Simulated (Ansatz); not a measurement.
# WS₂: a line through an energy map

How does the energy of WS₂ (P-3m1, No. 164; 6 atoms in the cell) vary with c/a of the conventional cell, at volume per atom = 30.98 Å³?

Program: Ansatz 0.2.0. Level of theory: DFT PBEsol, scalar-relativistic, plane waves, PAW. These are calculated values, not measurements.

17 further runs of the same task are left out: 17 set aside as unsound or not needed. Runs told in other sessions of the task aren't counted.

## (1) The starting structure

It takes space group P-3m1 (No. 164, trigonal). The conventional cell has a = 3.146 Å, b = 3.146 Å, c = 23.571 Å, α = 90.00°, β = 90.00°, γ = 120.00°. W (site symmetry 3m) is surrounded by 6 S at 2.40 Å. Around S (site symmetry 3m) lie 3 W at 2.40 Å.

Coordinates:

```xyz
6
Lattice="3.1461 0.0000 0.0000 -1.5730 2.7246 0.0000 0.0000 0.0000 23.5710" Properties=species:S:1:pos:R:3 pbc="T T T"
W     0.0000    1.8164   14.9573
W     1.5730    0.9082    8.6136
S     0.0000    1.8164    7.0469
S     1.5730    0.9082   13.3895
S     0.0000    1.8164   10.1815
S     1.5730    0.9082   16.5240
```

It goes back to an entry of the Materials Project, which need not be the stable form.

It is the result of an earlier relaxation at this level (volume 33.67 Å³/atom; gap on the mesh: 1.53 eV).

## (2) Plan of the line

The energy is mapped over volume and the cell's shape.

The axes are (1) volume per atom: 7 values from 29.63 to 37.72 Å³; (2) c/a of the conventional cell: 7 values from 6.641 to 8.452.

Nothing else is relaxed (fractional coordinates fixed). Energies count from the relaxed crystal. Points are written as (first, second).

## (3) Point (30.98 Å³, 6.641)

input.yaml

```yaml
crystal:
  lattice:
    - [3.1853268625, 0.0, 0.0]
    - [-1.5926634312, 2.7585739823, 0.0]
    - [0.0, 0.0, 21.1540742264]
  atoms:
    - { symbol: W, position: [0.3333333333, 0.6666666667, 0.6345659624] }
    - { symbol: W, position: [0.6666666667, 0.3333333333, 0.3654340376] }
    - { symbol: S, position: [0.3333333333, 0.6666666667, 0.2989660749] }
    - { symbol: S, position: [0.6666666667, 0.3333333333, 0.5680485953] }
    - { symbol: S, position: [0.3333333333, 0.6666666667, 0.4319514047] }
    - { symbol: S, position: [0.6666666667, 0.3333333333, 0.7010339251] }
basis:
  ecutwfc: 420
kpoints:
  mp_grid: { grid: [12, 12, 2] }
hamiltonian:
  xc: pbesol
  pseudopotentials: { kind: paw, azcp: { folder: soft_1 } }
scf:
  occupations: { method: gaussian, width: 0.05 }
output:
  forces: true
  stress: true
  eigenvalues: true
```

The run is started by

```bash
ansatz run input.yaml --threads 2 --pin off --max-ram 4096MiB --backend cpu --events-out ev --progress --plain --runs-dir out
```

The log of the run, cut to the lines that bear on the results:

```text
Warning: <dir> the record states the generating functional pbe (its physics header spells it `PBE`), which answers neither for hamiltonian.xc's functional nor for the pbesol family's — results may be inconsistent (PPs are generated against a specific XC)
[...]
Warning: RAYON_NUM_THREADS=2 ignored (pool sized by the plan → 2); use --threads N
[...]
Pseudopotentials: kind: paw
Pseudopotential: W, paw, valence charge 14, recommended cutoff 420 eV (normal), <dir>
Pseudopotential: S, paw, valence charge 6, recommended cutoff 420 eV (normal), <dir>
Functional definition: PBEsol
[...]
Crystal: 6 atoms, lattice volume = 185.880 Å³
Basis set: ecut = 420 eV, 3647 PW (Γ), exchange–correlation on 48×48×288 points (8 copies of the dense FFT grid, shifted against one another)
Bands: 32, of which v1, the nominal top of the filled ones, is band 26 counted from 1 (25 counted from 0)
Symmetry: 12 space group operations
Space group: P-3m1 (ITA 164), of the structure as read, at distance tolerance 5.7e-5 Å
k-points: 38 of 288
[...]
SCF iter   1: F=—  HF=-24059.989273 eV  |F-HF|=—  |Δ(HF+E_count)|=         —  Δρ=3.61e-2  dr2=2.53e0  ethr=3.10e-3  ⟨swp⟩=10.3  Hψ=7607  notcnv=0
[...]
SCF iter  10: F=-24059.126581 eV  HF=-24059.126581 eV  |F-HF|=6.00e-8  |Δ(HF+E_count)|=   3.25e-7  Δρ=7.98e-6  dr2=7.93e-8  ethr=1.92e-10  ⟨swp⟩=13.2  Hψ=8069  notcnv=0
[...]
SCF converged after 10 iterations
Free energy (F): -24059.126581 eV
[...]
E sigma→0 (E₀):  -24059.126268 eV
Entropy (-TS):   -0.000625 eV (-0.104 meV/atom)
Fermi energy:    4.760784 eV
[...]
--- Forces (eV/Å), atoms counted from 1 ---
  atom   1  W      0.00000000    -0.00000000     0.00358216
  atom   2  W     -0.00000000     0.00000000    -0.00358216
  atom   3  S      0.00000000    -0.00000000    -3.56144315
  atom   4  S      0.00000000    -0.00000000    -3.39853654
  atom   5  S     -0.00000000     0.00000000     3.39853654
  atom   6  S     -0.00000000     0.00000000     3.56144315
[...]
--- Stress (GPa, compression-positive) ---
        5.300089       0.000000      -0.000000
        0.000000       5.300089      -0.000000
       -0.000000      -0.000000      17.693871
  P = ⅓ Tr σ = 9.4313 GPa (94.313 kbar)
--- Band table (eV; the first three rows and the last of 38) ---
[...]
```

Wall time 15 s (2 threads of Arm Neoverse N1, shared host); peak memory 0.51 GiB.

Energy on the map's scale: 173 meV/atom.

## (4) The run at (30.98 Å³, 6.913)

Edit input.yaml of step 3 so:

```diff
@@ -2,5 +2,5 @@
   lattice:
-    - [3.1853268625, 0.0, 0.0]
-    - [-1.5926634312, 2.7585739823, 0.0]
-    - [0.0, 0.0, 21.1540742264]
+    - [3.1429298544, 0.0, 0.0]
+    - [-1.5714649272, 2.7218570963, 0.0]
+    - [0.0, 0.0, 21.7286455485]
   atoms:
```

The run is started by

```bash
ansatz run input.yaml --threads 2 --pin off --max-ram 4096MiB --backend cpu --events-out ev --progress --plain --runs-dir out
```

The log of the run, cut to the lines that bear on the results:

```text
[...]
SCF converged after 10 iterations
Free energy (F): -24059.456985 eV
[...]
E sigma→0 (E₀):  -24059.456985 eV
Fermi energy:    4.910656 eV
[...]
--- Forces (eV/Å), atoms counted from 1 ---
  atom   1  W     -0.00000000     0.00000000     0.01834758
  atom   2  W     -0.00000000    -0.00000000    -0.01834758
  atom   3  S     -0.00000000     0.00000000    -2.96436910
  atom   4  S     -0.00000000    -0.00000000    -2.87148261
  atom   5  S      0.00000000     0.00000000     2.87148261
  atom   6  S      0.00000000    -0.00000000     2.96436910
[...]
--- Stress (GPa, compression-positive) ---
        6.328776       0.000000       0.000000
        0.000000       6.328776       0.000000
        0.000000       0.000000      15.095800
  P = ⅓ Tr σ = 9.2511 GPa (92.511 kbar)
--- Band table (eV; the first three rows and the last of 38) ---
[...]
```

Wall time 15 s (2 threads of Arm Neoverse N1, shared host); peak memory 0.51 GiB.

That is 118 meV/atom from the zero.

## (5) Grid point (30.98 Å³, 7.197)

Edit input.yaml of step 4 so:

```diff
@@ -2,5 +2,5 @@
   lattice:
-    - [3.1429298544, 0.0, 0.0]
-    - [-1.5714649272, 2.7218570963, 0.0]
-    - [0.0, 0.0, 21.7286455485]
+    - [3.1011076557, 0.0, 0.0]
+    - [-1.5505538278, 2.6856380097, 0.0]
+    - [0.0, 0.0, 22.3186717983]
   atoms:
```

The run is started by

```bash
ansatz run input.yaml --threads 2 --pin off --max-ram 4096MiB --backend cpu --events-out ev --progress --plain --runs-dir out
```

The log of the run, cut to the lines that bear on the results:

```text
[...]
SCF converged after 11 iterations
Free energy (F): -24059.667622 eV
[...]
E sigma→0 (E₀):  -24059.667622 eV
Fermi energy:    4.963067 eV
[...]
--- Forces (eV/Å), atoms counted from 1 ---
  atom   1  W     -0.00000000    -0.00000000     0.00998016
  atom   2  W      0.00000000     0.00000000    -0.00998016
  atom   3  S     -0.00000000     0.00000000    -2.35029876
  atom   4  S     -0.00000000     0.00000000    -2.29562309
  atom   5  S     -0.00000000    -0.00000000     2.29562309
  atom   6  S      0.00000000    -0.00000000     2.35029876
[...]
--- Stress (GPa, compression-positive) ---
        7.459347       0.000000       0.000000
        0.000000       7.459347      -0.000000
        0.000000      -0.000000      12.220134
  P = ⅓ Tr σ = 9.0463 GPa (90.463 kbar)
--- Band table (eV; the first three rows and the last of 38) ---
[...]
```

Wall time 15 s (2 threads of Arm Neoverse N1, shared host); peak memory 0.51 GiB.

That is 83 meV/atom from the zero.

## (6) Grid point (30.98 Å³, 7.800)

Edit input.yaml of step 5 so:

```diff
@@ -2,5 +2,5 @@
   lattice:
-    - [3.1011076557, 0.0, 0.0]
-    - [-1.5505538278, 2.6856380097, 0.0]
-    - [0.0, 0.0, 22.3186717983]
+    - [3.0191064309, 0.0, 0.0]
+    - [-1.5095532154, 2.6146228659, 0.0]
+    - [0.0, 0.0, 23.5475206076]
   atoms:
```

The run is started by

```bash
ansatz run input.yaml --threads 2 --pin off --max-ram 4096MiB --backend cpu --events-out ev --progress --plain --runs-dir out
```

The log of the run, cut to the lines that bear on the results:

```text
Warning: <dir> the record states the generating functional pbe (its physics header spells it `PBE`), which answers neither for hamiltonian.xc's functional nor for the pbesol family's — results may be inconsistent (PPs are generated against a specific XC)
[...]
Warning: RAYON_NUM_THREADS=2 ignored (pool sized by the plan → 2); use --threads N
[...]
[... 4 set-up lines as earlier in the session ...]
[...]
Crystal: 6 atoms, lattice volume = 185.880 Å³
Basis set: ecut = 420 eV, 3559 PW (Γ), exchange–correlation on 48×48×320 points (8 copies of the dense FFT grid, shifted against one another)
Bands: 32, of which v1, the nominal top of the filled ones, is band 26 counted from 1 (25 counted from 0)
[... 2 set-up lines as earlier in the session ...]
k-points: 38 of 288
[...]
SCF iter   1: F=—  HF=-24060.703065 eV  |F-HF|=—  |Δ(HF+E_count)|=         —  Δρ=3.35e-2  dr2=3.06e0  ethr=3.10e-3  ⟨swp⟩=10.7  Hψ=7901  notcnv=0
[...]
SCF iter  11: F=-24059.701667 eV  HF=-24059.701667 eV  |F-HF|=5.63e-8  |Δ(HF+E_count)|=   2.71e-7  Δρ=3.49e-6  dr2=6.66e-8  ethr=1.92e-10  ⟨swp⟩=13.8  Hψ=8312  notcnv=0
[...]
SCF converged after 11 iterations
Free energy (F): -24059.701667 eV
[...]
E sigma→0 (E₀):  -24059.701667 eV
Fermi energy:    4.685943 eV
[...]
--- Forces (eV/Å), atoms counted from 1 ---
  atom   1  W     -0.00000000     0.00000000    -0.00014704
  atom   2  W      0.00000000    -0.00000000     0.00014704
  atom   3  S     -0.00000000     0.00000000    -1.13117980
  atom   4  S     -0.00000000     0.00000000    -1.12228149
  atom   5  S      0.00000000    -0.00000000     1.12228149
  atom   6  S      0.00000000    -0.00000000     1.13117980
[...]
--- Stress (GPa, compression-positive) ---
        9.938270       0.000000       0.000000
       -0.000000       9.938270      -0.000000
        0.000000      -0.000000       6.130134
  P = ⅓ Tr σ = 8.6689 GPa (86.689 kbar)
--- Band table (eV; the first three rows and the last of 38) ---
[...]
```

It took 17 s on 2 threads of Arm Neoverse N1, shared host; peak memory 0.51 GiB.

On the map this point reads 77 meV/atom.

## (7) The run at (30.98 Å³, 8.119)

Edit input.yaml of step 6 so:

```diff
@@ -2,5 +2,5 @@
   lattice:
-    - [3.0191064309, 0.0, 0.0]
-    - [-1.5095532154, 2.6146228659, 0.0]
-    - [0.0, 0.0, 23.5475206076]
+    - [2.978923599, 0.0, 0.0]
+    - [-1.4894617995, 2.5798235127, 0.0]
+    - [0.0, 0.0, 24.1870722697]
   atoms:
```

The run is started by

```bash
ansatz run input.yaml --threads 2 --pin off --max-ram 4096MiB --backend cpu --events-out ev --progress --plain --runs-dir out
```

The log of the run, cut to the lines that bear on the results:

```text
[...]
SCF converged after 11 iterations
Free energy (F): -24059.511814 eV
[...]
E sigma→0 (E₀):  -24059.511814 eV
Fermi energy:    4.626647 eV
[...]
--- Forces (eV/Å), atoms counted from 1 ---
  atom   1  W      0.00000000     0.00000000    -0.00334421
  atom   2  W     -0.00000000    -0.00000000     0.00334421
  atom   3  S     -0.00000000     0.00000000    -0.52640669
  atom   4  S     -0.00000000    -0.00000000    -0.52949189
  atom   5  S      0.00000000     0.00000000     0.52949189
  atom   6  S      0.00000000    -0.00000000     0.52640669
[...]
--- Stress (GPa, compression-positive) ---
       11.341667       0.000000       0.000000
        0.000000      11.341667       0.000000
        0.000000       0.000000       2.891432
  P = ⅓ Tr σ = 8.5249 GPa (85.249 kbar)
--- Band table (eV; the first three rows and the last of 38) ---
[...]
```

It took 19 s on 2 threads of Arm Neoverse N1, shared host; peak memory 0.49 GiB.

That is 109 meV/atom from the zero.

## (8) The same system, input altered

Edit input.yaml of step 7 so:

```diff
@@ -19,7 +19,9 @@
   pseudopotentials: { kind: paw, azcp: { folder: soft_1 } }
+  hubbard: { sites: [{ species: S, l: f, u_eff: 30.0 }] }
 scf:
   occupations: { method: gaussian, width: 0.05 }
+  max_iter: 75
 output:
   forces: true
+  eigenvalues: true
   stress: true
-  eigenvalues: true
```

The run is started by

```bash
ansatz run input.yaml --threads 2 --pin off --max-ram 4096MiB --backend cpu --events-out ev --progress --plain --runs-dir out
```

The log of the run:

```text
Error: inconsistent input (hamiltonian.hubbard.sites[].l, hamiltonian.hubbard.sites[].shell): the file of S doesn't list 4f, and it can't be added: PBE doesn't bind the shell 4f of the free atom, whose level lies at +1.13 eV. Type an atom or ion with it (hamiltonian.pseudopotentials.projection_atoms), take another file or name another shell
```

It took 0.27 s on 2 threads of Arm Neoverse N1, shared host; peak memory 0.069 GiB.

## (9) Reading the log

The run ended at the input check. The line that matters: «inconsistent input (hamiltonian.hubbard.sites[].l, hamiltonian.hubbard.sites[].shell): the file of S doesn't list 4f, and it can't be added: PBE doesn't bind the shell 4f of the free atom, whose level lies at +1.13 eV ...»

In the input, hamiltonian.hubbard.sites is [{species: S, l: f, u_eff: 30.0}]. U was placed on a shell that is absent, full or empty, where it has nothing to correct.

The cure: delete hamiltonian.hubbard.sites.

## (10) The run at (30.98 Å³, 8.452)

Edit input.yaml of step 7 so:

```diff
@@ -2,5 +2,5 @@
   lattice:
-    - [2.978923599, 0.0, 0.0]
-    - [-1.4894617995, 2.5798235127, 0.0]
-    - [0.0, 0.0, 24.1870722697]
+    - [2.9392895885, 0.0, 0.0]
+    - [-1.4696447942, 2.5454994527, 0.0]
+    - [0.0, 0.0, 24.8437573889]
   atoms:
```

The run is started by

```bash
ansatz run input.yaml --threads 2 --pin off --max-ram 4096MiB --backend cpu --events-out ev --progress --plain --runs-dir out
```

The log of the run, cut to the lines that bear on the results:

```text
Warning: <dir> the record states the generating functional pbe (its physics header spells it `PBE`), which answers neither for hamiltonian.xc's functional nor for the pbesol family's — results may be inconsistent (PPs are generated against a specific XC)
[...]
Warning: RAYON_NUM_THREADS=2 ignored (pool sized by the plan → 2); use --threads N
[...]
[... 4 set-up lines as earlier in the session ...]
[...]
Crystal: 6 atoms, lattice volume = 185.880 Å³
Basis set: ecut = 420 eV, 3599 PW (Γ), exchange–correlation on 40×40×360 points (8 copies of the dense FFT grid, shifted against one another)
Bands: 32, of which v1, the nominal top of the filled ones, is band 26 counted from 1 (25 counted from 0)
[... 2 set-up lines as earlier in the session ...]
k-points: 38 of 288
[...]
SCF iter   1: F=—  HF=-24060.271388 eV  |F-HF|=—  |Δ(HF+E_count)|=         —  Δρ=3.21e-2  dr2=3.72e0  ethr=3.10e-3  ⟨swp⟩=10.7  Hψ=7858  notcnv=0
[...]
SCF iter  11: F=-24059.173521 eV  HF=-24059.173521 eV  |F-HF|=3.70e-9  |Δ(HF+E_count)|=   1.37e-7  Δρ=4.39e-6  dr2=1.98e-8  ethr=1.92e-10  ⟨swp⟩=13.9  Hψ=8191  notcnv=0
[...]
SCF converged after 11 iterations
Free energy (F): -24059.173521 eV
[...]
E sigma→0 (E₀):  -24059.173521 eV
Fermi energy:    4.551563 eV
[...]
--- Forces (eV/Å), atoms counted from 1 ---
  atom   1  W     -0.00000000    -0.00000000    -0.00587951
  atom   2  W      0.00000000     0.00000000     0.00587951
  atom   3  S     -0.00000000     0.00000000     0.07218888
  atom   4  S      0.00000000    -0.00000000     0.06198275
  atom   5  S     -0.00000000     0.00000000    -0.06198275
  atom   6  S      0.00000000    -0.00000000    -0.07218888
[...]
--- Stress (GPa, compression-positive) ---
       12.890231      -0.000000       0.000000
        0.000000      12.890231       0.000000
        0.000000       0.000000      -0.474765
  P = ⅓ Tr σ = 8.4352 GPa (84.352 kbar)
--- Band table (eV; the first three rows and the last of 38) ---
[...]
```

It took 17 s on 2 threads of Arm Neoverse N1, shared host; peak memory 0.49 GiB.

That is 165 meV/atom from the zero.

## (11) The line in numbers

| c/a of the conventional cell | step | energy (meV/atom) | slope (meV/atom per unit) | pressure (GPa) | band gap on the k-mesh (eV) | largest force on an atom (eV/Å) |
| --- | --- | --- | --- | --- | --- | --- |
| 6.641 | 3 | 173 | −241 | 9.43 | 0.00 | 3.56 |
| 6.913 | 4 | 118 | −163 | 9.25 | 0.43 | 2.96 |
| 7.197 | 5 | 83 | −85 | 9.05 | 1.08 | 2.35 |
| 7.492 | – | 69 | −10 | 8.85 | 1.55 | 1.74 |
| 7.800 | 6 | 77 | 63 | 8.67 | 1.70 | 1.13 |
| 8.119 | 7 | 109 | 134 | 8.53 | 1.51 | 0.53 |
| 8.452 | 10 | 165 | 204 | 8.44 | 1.32 | 0.07 |

Energies count from the relaxed crystal. Rows without a step come from runs not printed here or follow by symmetry. Slopes come from the forces (and the stress, where the cell changes), not from differences of energies.

```
                                                                              run  outcome
step 8, run with hubbard.sites [{species: S, l: f, u_eff: 30.0}] (against step 7)  refused
```

In words: Of the points computed the energy is lowest at 7.492, 69 meV/atom from the zero. A fit to energies and slopes at the lowest point and its two neighbours puts the minimum at 7.5329, with a curvature of about 240 meV/atom per (unit)². The highest point computed, at 6.641, lies 104 meV/atom above the lowest. The gap on the mesh reads zero on part of the line; semilocal functionals close small gaps early. This is one cut through a surface in two coordinates; the map's lowest point lies off it. With the other coordinates free, the energies away from the reference would be the same or lower. The gap on the mesh closes on part of the grid. Spin-orbit coupling is left out, which matters for the bands of W.

The cell is layered and no dispersion term is used, so the spacing and stiffness across the layers are uncertain.
